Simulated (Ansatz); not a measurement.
# GeP2: the cost of one run

Program: Ansatz 0.2.0, Gaussian basis. Level of theory: cc-pVTZ, core rule «outside noble gas», up to 24 orbitals frozen. These are calculated values, not measurements.

To be run: UHF; CCSD(T) on ROHF; CCSD(T) on UHF; BCCD(T) on ROHF; CCSDT(Q) on ROHF; CCSDT(Q) on UHF; CASSCF and NEVPT2, 13 electrons in 12 orbitals.

5 further runs of the same task are left out: 1 for a known fault of the program, 4 set aside as unsound or not needed.

## 1. The geometry

The geometry is a PBE0/def2-TZVP stationary point (not a proven minimum) of the parent state, kept for this charge and spin. No spin-orbit coupling is included. The filled d shell of Ge may be among the frozen orbitals whatever the setting's name suggests; the logs give the count.

3 atoms, charge 1, spin multiplicity 4.

Atoms are counted from 1 here; the program's logs count them from 0.

Bond lengths: Ge1–P2 2.182 Å, P2–P3 1.952 Å. Angles: Ge1–P2–P3 180.0°.

## 2. UHF

in.yaml

```yaml
crystal:
  periodic: [false, false, false]
  atoms:
    - {symbol: Ge, position_ang: [0.000000, 0.000000, 2.105092]}
    - {symbol: P, position_ang: [0.000000, 0.000000, -0.076447]}
    - {symbol: P, position_ang: [0.000000, 0.000000, -2.028645]}
basis:
  gaussian: {orbitals: cc-pVTZ}
total_charge: 1
magnetization: {spin_polarized: true, initial_magnetization: 3}
hamiltonian: {xc: hf}
output: {orbitals: {seedname: orbitals}}
```

Command:

```console
> ansatz run in.yaml --threads 1 --pin off --events-out ev --progress --plain --max-ram 4096MiB --backend cpu
```

Q: Estimate wall time and peak memory on 1 thread of AMD EPYC 7R13, shared host.

About 19 s, with a peak of 0.27 GiB.
